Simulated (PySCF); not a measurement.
# [OsO3Cl]+: other spin states, a change of charge and excitations

How does [OsO3Cl]+ respond at fixed geometry? The runs cover other spin states, a change of charge and excitations. It is a constructed species; whether it can be made isn't addressed.

The runs use PySCF 2.14.0; B3LYP, Os def2-SVP with ECP60, O def2-SVP, Cl def2-SVP; scalar-relativistic core potentials, no spin–orbit coupling.

3 further runs of the same task are left out: 1 for a known fault of the program, 2 that didn't finish.

**1. Where the work starts**

5 atoms, charge 1, spin multiplicity 1.

Bond lengths: Os1–O2 1.683 Å, Os1–O3 1.683 Å, Os1–O4 1.683 Å, Os1–Cl5 2.197 Å. Angles: O2–Os1–O3 109.4°, O2–Os1–O4 109.4°, O2–Os1–Cl5 109.6°, O3–Os1–O4 109.4°, O3–Os1–Cl5 109.6°, O4–Os1–Cl5 109.6°.

As a file:

```
Os    0.0868   -0.0868    0.0868
O     1.0596    0.8820    1.0596
O    -0.8820   -1.0596    1.0596
O     1.0596   -1.0596   -0.8820
Cl   -1.1815    1.1815   -1.1815
```

Formal oxidation states: Os +8. An earlier session relaxed this geometry at B3LYP, Os def2-SVP with ECP60, O def2-SVP, Cl def2-SVP (singlet, point group C3v).

Its energy there is -775.935752 Eh.

**2. Multiplicity 3 at the relaxed geometry**

File run.py (the lines that set the calculation):

```python
mol = gto.M(atom='''
Os     0.08679    -0.08679     0.08679
O      1.05960     0.88204     1.05960
O     -0.88204    -1.05960     1.05960
O      1.05960    -1.05960    -0.88204
Cl    -1.18147     1.18147    -1.18147''',
    basis={'Os': 'def2-SVP', 'O': 'def2-SVP', 'Cl': 'def2-SVP'},
    ecp={'Os': 'def2-SVP'},
    charge=1, spin=2)
mf = dft.UKS(mol, xc='B3LYP')
mf.grids.atom_grid = (50, 194)
mf = mf.density_fit()  # fitting sets: Os def2-universal-JKFIT, O def2-universal-JKFIT, Cl def2-universal-JKFIT
mf.conv_tol = 1e-08; mf.max_cycle = 55
mf.kernel(dm0)  # dm0: free metal ions and neutral atoms
```

Command:

```bash
$ OMP_NUM_THREADS=2 python run.py
```

Standard output:

```text
init E= -785.416058569057
cycle= 1 E= -774.170686731774  delta_E= 11.2  |g|= 1.63  |ddm|= 2.76
  HOMO = -0.346357669873  LUMO = -0.343249358788  gap/eV = 0.08458
cycle= 2 E= -735.841247049049  delta_E= 38.3  |g|= 8.14  |ddm|= 8.69
cycle= 3 E= -774.10208820697  delta_E= -38.3  |g|= 1.79  |ddm|= 7.58
cycle= 4 E= -774.73733202375  delta_E= -0.635  |g|= 1.46  |ddm|= 2.45
cycle= 5 E= -775.026269625774  delta_E= -0.289  |g|=  1.3  |ddm|= 2.08
cycle= 6 E= -775.779499185292  delta_E= -0.753  |g|= 0.319  |ddm|= 1.12
cycle= 7 E= -775.731831731988  delta_E= 0.0477  |g|= 0.477  |ddm|= 0.488
cycle= 8 E= -775.816393688092  delta_E= -0.0846  |g|= 0.152  |ddm|= 0.381
cycle= 9 E= -775.822718889042  delta_E= -0.00633  |g|= 0.0885  |ddm|= 0.159
cycle= 10 E= -775.82623193108  delta_E= -0.00351  |g|= 0.0231  |ddm|= 0.0837
cycle= 11 E= -775.826543941282  delta_E= -0.000312  |g|= 0.0172  |ddm|= 0.0342
cycle= 12 E= -775.826827983957  delta_E= -0.000284  |g|= 0.0139  |ddm|= 0.0442
cycle= 13 E= -775.827015895787  delta_E= -0.000188  |g|= 0.014  |ddm|= 0.0347
cycle= 14 E= -775.827226967469  delta_E= -0.000211  |g|= 0.0137  |ddm|= 0.0377
cycle= 15 E= -775.827376856493  delta_E= -0.00015  |g|= 0.00711  |ddm|= 0.0191
cycle= 16 E= -775.827308507696  delta_E= 6.83e-05  |g|= 0.0105  |ddm|= 0.0118
cycle= 17 E= -775.827465802782  delta_E= -0.000157  |g|= 0.0104  |ddm|= 0.0291
cycle= 18 E= -775.827380522113  delta_E= 8.53e-05  |g|= 0.0104  |ddm|= 0.0156
cycle= 19 E= -775.827284421614  delta_E= 9.61e-05  |g|= 0.0138  |ddm|= 0.018
cycle= 20 E= -775.826986030509  delta_E= 0.000298  |g|= 0.0113  |ddm|= 0.0698
...
cycle= 49 E= -775.825406497874  delta_E= 3.09e-05  |g|= 0.0103  |ddm|= 0.0101
  HOMO = -0.501794409137  LUMO = -0.431376779532  gap/eV = 1.91616
cycle= 50 E= -775.825406965407  delta_E= -4.68e-07  |g|= 0.00903  |ddm|= 0.00641
  HOMO = -0.501843120244  LUMO = -0.431436778676  gap/eV = 1.91585
cycle= 51 E= -775.825467626245  delta_E= -6.07e-05  |g|= 0.00591  |ddm|= 0.0166
  HOMO = -0.501862097231  LUMO = -0.431414873781  gap/eV = 1.91697
cycle= 52 E= -775.825500001711  delta_E= -3.24e-05  |g|= 0.0052  |ddm|= 0.00876
  HOMO = -0.501866813078  LUMO = -0.431409734429  gap/eV = 1.91723
cycle= 53 E= -775.825511454431  delta_E= -1.15e-05  |g|= 0.00585  |ddm|= 0.00586
  HOMO = -0.501847231865  LUMO = -0.431339855863  gap/eV = 1.91860
cycle= 54 E= -775.825505707265  delta_E= 5.75e-06  |g|= 0.00726  |ddm|= 0.00901
  HOMO = -0.501752608614  LUMO = -0.431336707563  gap/eV = 1.91611
cycle= 55 E= -775.825388533449  delta_E= 0.000117  |g|= 0.0125  |ddm|= 0.028
SCF not converged.
macro= 0  E= -775.825950570585  delta_E= -0.000562037  |g|= 0.0230202  4 KF 23 JK
macro= 1  E= -775.827571305889  delta_E= -0.00162074  |g|= 0.00491319  3 KF 15 JK
macro= 2  E= -775.827890628145  delta_E= -0.000319322  |g|= 0.0126401  2 KF 7 JK
macro= 3  E= -775.828845985921  delta_E= -0.000955358  |g|= 0.000530948  5 KF 23 JK
macro= 4  E= -775.82884749  delta_E= -1.50408e-06  |g|= 0.00026181  2 KF 17 JK
macro= 5  E= -775.82884749131  delta_E= -1.31013e-09  |g|= 5.76079e-05  1 KF 3 JK
macro X = 6  E=-775.82884749131  |g|= 5.76079e-05  total 18 KF 95 JK
converged SCF energy = -775.82884749131  <S^2> = 2.0294897  2S+1 = 3.0195958
```

Wall time 38 s (2 threads of Arm Neoverse V2, shared host).

It gives: E = -775.828847 Eh (+2.909 eV from the relaxed state), HOMO -13.66 eV, LUMO -14.29 eV (over both spins), ⟨S²⟩ = 2.029, Mulliken charge on Os1 +1.22 e. An empty level of one spin lies below a filled level of the other.

**3. One electron removed, multiplicity 2**

Changes to run.py (the lines that set the calculation) since step 2:

```diff
@@ -8,3 +8,3 @@
     ecp={'Os': 'def2-SVP'},
-    charge=1, spin=2)
+    charge=2, spin=1)
 mf = dft.UKS(mol, xc='B3LYP')
@@ -13,2 +13,2 @@
 mf.conv_tol = 1e-08; mf.max_cycle = 55
-mf.kernel(dm0)  # dm0: free metal ions and neutral atoms
+mf.kernel(dm0)  # dm0: the density of the relaxed state
```

Command:

```bash
$ OMP_NUM_THREADS=2 python run.py
```

Standard output:

```text
init E= -775.942576071691
cycle= 1 E= -775.189629972966  delta_E= 0.753  |g|= 0.257  |ddm|= 0.725
  HOMO = -0.836277883837  LUMO = -0.824988831497  gap/eV = 0.30719
cycle= 2 E= -774.708178004664  delta_E= 0.481  |g|= 1.01  |ddm|= 1.18
  HOMO = -0.87001552678  LUMO = -0.836668946408  gap/eV = 0.90741
cycle= 3 E= -775.167506043155  delta_E= -0.459  |g|= 0.391  |ddm|= 1.04
  HOMO = -0.863382502045  LUMO = -0.813471633812  gap/eV = 1.35814
cycle= 4 E= -775.204657648966  delta_E= -0.0372  |g|= 0.235  |ddm|= 0.462
  HOMO = -0.852212262199  LUMO = -0.805917472948  gap/eV = 1.25975
cycle= 5 E= -775.229650155249  delta_E= -0.025  |g|= 0.084  |ddm|= 0.223
  HOMO = -0.850412722333  LUMO = -0.802293215051  gap/eV = 1.30940
cycle= 6 E= -775.231887461429  delta_E= -0.00224  |g|= 0.0427  |ddm|= 0.0858
  HOMO = -0.855960875584  LUMO = -0.797433611024  gap/eV = 1.59261
cycle= 7 E= -775.232952022854  delta_E= -0.00106  |g|= 0.00985  |ddm|= 0.0511
  HOMO = -0.85677463864  LUMO = -0.796317675294  gap/eV = 1.64512
cycle= 8 E= -775.233016883145  delta_E= -6.49e-05  |g|= 0.0221  |ddm|= 0.0349
  HOMO = -0.857590949795  LUMO = -0.795383630723  gap/eV = 1.69275
cycle= 9 E= -775.23333545993  delta_E= -0.000319  |g|= 0.00951  |ddm|= 0.0303
  HOMO = -0.858799349809  LUMO = -0.794335213501  gap/eV = 1.75416
cycle= 10 E= -775.233551178307  delta_E= -0.000216  |g|= 0.00839  |ddm|= 0.0419
  HOMO = -0.859725219025  LUMO = -0.793496577605  gap/eV = 1.80217
cycle= 11 E= -775.233750233438  delta_E= -0.000199  |g|= 0.00794  |ddm|= 0.0492
  HOMO = -0.859270748838  LUMO = -0.792846220526  gap/eV = 1.80750
cycle= 12 E= -775.23391024465  delta_E= -0.00016  |g|= 0.00586  |ddm|= 0.0433
  HOMO = -0.857869212959  LUMO = -0.790504676596  gap/eV = 1.83308
cycle= 13 E= -775.234148896432  delta_E= -0.000239  |g|= 0.00643  |ddm|= 0.117
  HOMO = -0.856949338683  LUMO = -0.790591498967  gap/eV = 1.80569
cycle= 14 E= -775.234196344507  delta_E= -4.74e-05  |g|= 0.00287  |ddm|= 0.0264
  HOMO = -0.856127036662  LUMO = -0.79079085757  gap/eV = 1.77789
cycle= 15 E= -775.234216319003  delta_E= -2e-05  |g|= 0.00108  |ddm|= 0.0225
  HOMO = -0.85593128572  LUMO = -0.790088443929  gap/eV = 1.79167
cycle= 16 E= -775.234222539964  delta_E= -6.22e-06  |g|= 0.00165  |ddm|= 0.0205
  HOMO = -0.855643668394  LUMO = -0.790268658146  gap/eV = 1.77894
cycle= 17 E= -775.234226009471  delta_E= -3.47e-06  |g|= 0.000557  |ddm|= 0.00763
  HOMO = -0.855642975428  LUMO = -0.79015434206  gap/eV = 1.78204
cycle= 18 E= -775.234227776031  delta_E= -1.77e-06  |g|= 0.000635  |ddm|= 0.00589
  HOMO = -0.855473570659  LUMO = -0.790498860979  gap/eV = 1.76805
cycle= 19 E= -775.234229410496  delta_E= -1.63e-06  |g|= 0.000963  |ddm|= 0.00839
  HOMO = -0.855569397581  LUMO = -0.790238303225  gap/eV = 1.77775
cycle= 20 E= -775.234230073145  delta_E= -6.63e-07  |g|= 0.00035  |ddm|= 0.00344
  HOMO = -0.855556472115  LUMO = -0.790200793892  gap/eV = 1.77842
cycle= 21 E= -775.234232346518  delta_E= -2.27e-06  |g|= 0.000263  |ddm|= 0.011
  HOMO = -0.855582855932  LUMO = -0.790295652949  gap/eV = 1.77656
cycle= 22 E= -775.234233048647  delta_E= -7.02e-07  |g|= 0.000273  |ddm|= 0.00615
  HOMO = -0.85560402173  LUMO = -0.79020275624  gap/eV = 1.77966
cycle= 23 E= -775.234233627802  delta_E= -5.79e-07  |g|= 0.000121  |ddm|= 0.00508
  HOMO = -0.855614588644  LUMO = -0.790216988245  gap/eV = 1.77956
cycle= 24 E= -775.234233960778  delta_E= -3.33e-07  |g|= 0.000106  |ddm|= 0.00491
  HOMO = -0.855583899427  LUMO = -0.790197991226  gap/eV = 1.77924
cycle= 25 E= -775.23423409474  delta_E= -1.34e-07  |g|= 5.5e-05  |ddm|= 0.0038
  HOMO = -0.855586848165  LUMO = -0.790210639158  gap/eV = 1.77898
cycle= 26 E= -775.234234110433  delta_E= -1.57e-08  |g|= 3.6e-05  |ddm|= 0.000697
  HOMO = -0.8555861029  LUMO = -0.790211307256  gap/eV = 1.77894
cycle= 27 E= -775.234234121361  delta_E= -1.09e-08  |g|= 2e-05  |ddm|= 0.00107
  HOMO = -0.85558238903  LUMO = -0.79020892375  gap/eV = 1.77890
cycle= 28 E= -775.23423412421  delta_E= -2.85e-09  |g|= 1.2e-05  |ddm|= 0.000421
  HOMO = -0.8555807234  LUMO = -0.790208671554  gap/eV = 1.77886
Extra cycle  E= -775.234234123795  delta_E= 4.16e-10  |g|= 4.38e-05  |ddm|= 5.85e-05
converged SCF energy = -775.234234123795  <S^2> = 0.83820079  2S+1 = 2.0863373
```

It took 3.8 s on 2 threads of Arm Neoverse V2, shared host.

Result: E = -775.234234 Eh (+19.089 eV from the relaxed state), HOMO -23.28 eV, LUMO -21.50 eV (over both spins), ⟨S²⟩ = 0.838, Mulliken charge on Os1 +1.42 e. 

**4. One electron added, multiplicity 2**

Changes to run.py (the lines that set the calculation) since step 3:

```diff
@@ -8,3 +8,3 @@
     ecp={'Os': 'def2-SVP'},
-    charge=2, spin=1)
+    charge=0, spin=1)
 mf = dft.UKS(mol, xc='B3LYP')
```

Command:

```bash
$ OMP_NUM_THREADS=2 python run.py
```

Standard output:

```text
init E= -775.942105614812
  HOMO = -0.433029152675  LUMO = -0.423823618711  gap/eV = 0.25050
cycle= 1 E= -776.224063209328  delta_E= -0.282  |g|= 0.297  |ddm|= 1.05
  HOMO = -0.143424194102  LUMO = -0.0753486795639  gap/eV = 1.85243
cycle= 2 E= -776.132557592672  delta_E= 0.0915  |g|= 0.554  |ddm|= 0.788
  HOMO = -0.222203380215  LUMO = -0.145255427241  gap/eV = 2.09386
cycle= 3 E= -776.248250764905  delta_E= -0.116  |g|= 0.243  |ddm|= 0.557
  HOMO = -0.235626274077  LUMO = -0.159902856309  gap/eV = 2.06054
cycle= 4 E= -776.268105287251  delta_E= -0.0199  |g|= 0.0643  |ddm|= 0.193
  HOMO = -0.237645589053  LUMO = -0.158692100819  gap/eV = 2.14843
cycle= 5 E= -776.269097644068  delta_E= -0.000992  |g|= 0.0494  |ddm|= 0.0863
  HOMO = -0.238692571629  LUMO = -0.159954483807  gap/eV = 2.14257
cycle= 6 E= -776.269951311728  delta_E= -0.000854  |g|= 0.0179  |ddm|= 0.0438
  HOMO = -0.239638388347  LUMO = -0.159893875149  gap/eV = 2.16996
cycle= 7 E= -776.270117342455  delta_E= -0.000166  |g|= 0.00231  |ddm|= 0.0203
  HOMO = -0.239756781417  LUMO = -0.159763712775  gap/eV = 2.17672
cycle= 8 E= -776.270120725027  delta_E= -3.38e-06  |g|= 0.00455  |ddm|= 0.00881
  HOMO = -0.239792099117  LUMO = -0.159740218141  gap/eV = 2.17832
cycle= 9 E= -776.27013064777  delta_E= -9.92e-06  |g|= 0.00126  |ddm|= 0.00476
  HOMO = -0.239833405476  LUMO = -0.159724374403  gap/eV = 2.17988
cycle= 10 E= -776.27013345259  delta_E= -2.8e-06  |g|= 0.000485  |ddm|= 0.00494
  HOMO = -0.23986213563  LUMO = -0.159756372589  gap/eV = 2.17979
cycle= 11 E= -776.27013447113  delta_E= -1.02e-06  |g|= 0.000262  |ddm|= 0.00377
  HOMO = -0.239852495191  LUMO = -0.159775886883  gap/eV = 2.17900
cycle= 12 E= -776.27013488355  delta_E= -4.12e-07  |g|= 0.000105  |ddm|= 0.003
  HOMO = -0.239848571455  LUMO = -0.15978364115  gap/eV = 2.17868
cycle= 13 E= -776.270134984641  delta_E= -1.01e-07  |g|= 5.99e-05  |ddm|= 0.00172
  HOMO = -0.239859122592  LUMO = -0.159796239837  gap/eV = 2.17862
cycle= 14 E= -776.270135007593  delta_E= -2.3e-08  |g|= 3.6e-05  |ddm|= 0.00072
  HOMO = -0.23985600079  LUMO = -0.159792671011  gap/eV = 2.17863
cycle= 15 E= -776.270135019709  delta_E= -1.21e-08  |g|= 3e-05  |ddm|= 0.000482
  HOMO = -0.239856446136  LUMO = -0.159794000681  gap/eV = 2.17861
cycle= 16 E= -776.27013502818  delta_E= -8.47e-09  |g|= 3.28e-05  |ddm|= 0.000365
  HOMO = -0.23985727049  LUMO = -0.159793930476  gap/eV = 2.17863
Extra cycle  E= -776.270135034078  delta_E= -5.9e-09  |g|= 7.84e-05  |ddm|= 0.00034
converged SCF energy = -776.270135034078  <S^2> = 0.76094522  2S+1 = 2.0109154
```

Wall time 2.4 s (2 threads of Arm Neoverse V2, shared host).

It gives: E = -776.270135 Eh (-9.099 eV from the relaxed state), HOMO -6.53 eV, LUMO -4.61 eV (over both spins), ⟨S²⟩ = 0.761, Mulliken charge on Os1 +1.11 e. 

**5. Singlet excitations, Tamm-Dancoff CAM-B3LYP**

Changes to run.py (the lines that set the calculation) since step 4:

```diff
@@ -8,4 +8,4 @@
     ecp={'Os': 'def2-SVP'},
-    charge=0, spin=1)
-mf = dft.UKS(mol, xc='B3LYP')
+    charge=1, spin=0)
+mf = dft.RKS(mol, xc='CAMB3LYP')
 mf.grids.atom_grid = (50, 194)
```

Command:

```bash
$ OMP_NUM_THREADS=2 python run.py
```

Standard output:

```text
init E= -775.749830300956
  HOMO = -0.666125346462954  LUMO = -0.377781856232504  gap/eV = 7.84623
cycle= 1 E= -775.750182616256  delta_E= -0.000352  |g|= 0.0899  |ddm|= 0.126
  HOMO = -0.666206057114406  LUMO = -0.396847461619806  gap/eV = 7.32962
cycle= 2 E= -775.742122576071  delta_E= 0.00806  |g|= 0.23  |ddm|= 0.222
  HOMO = -0.666411166205694  LUMO = -0.387371123413333  gap/eV = 7.59307
cycle= 3 E= -775.751595474858  delta_E= -0.00947  |g|= 0.0211  |ddm|= 0.153
  HOMO = -0.667482169791441  LUMO = -0.385366922962896  gap/eV = 7.67675
cycle= 4 E= -775.751687574712  delta_E= -9.21e-05  |g|= 0.00554  |ddm|= 0.0213
  HOMO = -0.666700794894807  LUMO = -0.38540355732984  gap/eV = 7.65449
cycle= 5 E= -775.751697377409  delta_E= -9.8e-06  |g|= 0.00142  |ddm|= 0.00751
  HOMO = -0.666854091591214  LUMO = -0.385583762390598  gap/eV = 7.65376
cycle= 6 E= -775.751698965744  delta_E= -1.59e-06  |g|= 0.000491  |ddm|= 0.00392
  HOMO = -0.666803263902887  LUMO = -0.385561640657294  gap/eV = 7.65297
cycle= 7 E= -775.75169922126  delta_E= -2.56e-07  |g|= 0.000254  |ddm|= 0.0017
  HOMO = -0.666797195523241  LUMO = -0.385561646749183  gap/eV = 7.65281
cycle= 8 E= -775.751699236284  delta_E= -1.5e-08  |g|= 0.000285  |ddm|= 0.000499
  HOMO = -0.666799112026097  LUMO = -0.38555962910475  gap/eV = 7.65292
cycle= 9 E= -775.751699256252  delta_E= -2e-08  |g|= 3.61e-05  |ddm|= 0.00029
  HOMO = -0.666800106972985  LUMO = -0.385559015504574  gap/eV = 7.65296
cycle= 10 E= -775.751699257524  delta_E= -1.27e-09  |g|= 1.27e-05  |ddm|= 9.88e-05
  HOMO = -0.666798979324541  LUMO = -0.38555961761906  gap/eV = 7.65291
Extra cycle  E= -775.751699257724  delta_E= -1.99e-10  |g|= 9.59e-06  |ddm|= 3.66e-05
converged SCF energy = -775.751699257724
```

Run time: 27 s. Hardware: 2 threads of Arm Neoverse V2, shared host.

It gives: E = -775.751699 Eh, HOMO -18.14 eV, LUMO -10.49 eV, Mulliken charge on Os1 +1.33 e. 

Singlet excitations:

| state | energy (eV) | oscillator strength |
| --- | --- | --- |
| 1 | 3.55 | 0.0000 |
| 2 | 3.55 | 0.0000 |
| 3 | 3.79 | 0.0000 |
| 4 | 4.03 | 0.0125 |
| 5 | 4.20 | 0.0029 |
| 6 | 4.20 | 0.0029 |
| 7 | 4.30 | 0.0000 |
| 8 | 4.40 | 0.0002 |

**6. The states side by side**

| state | energy from the relaxed state (eV) | ⟨S²⟩ | time |
| --- | --- | --- | --- |
| charge +1, singlet, vacuum (relaxed) | 0 | 0.00 |  |
| charge 0, doublet, vacuum | -9.10 | 0.76 | 2.4 s |
| charge +1, triplet, vacuum | 2.91 | 2.03 | 38 s |
| charge +2, doublet, vacuum | 19.09 | 0.84 | 3.8 s |

An electron taken off or put on is at rest in vacuum. 

In the excitation run (CAM-B3LYP), the lowest singlet lies at 3.55 eV (gaps between orbitals at other levels can't be set against it), and the brightest of the eight at 4.03 eV (f = 0.013); spin–orbit coupling would mix in triplets. Removing an electron vertically costs 19.09 eV (doublet), against −HOMO = 16.58 eV. Adding an electron vertically releases 9.10 eV (doublet). The triplet lies 2.91 eV above at this geometry. These are double-zeta-type bases without diffuse functions. Spin–orbit coupling is left out.
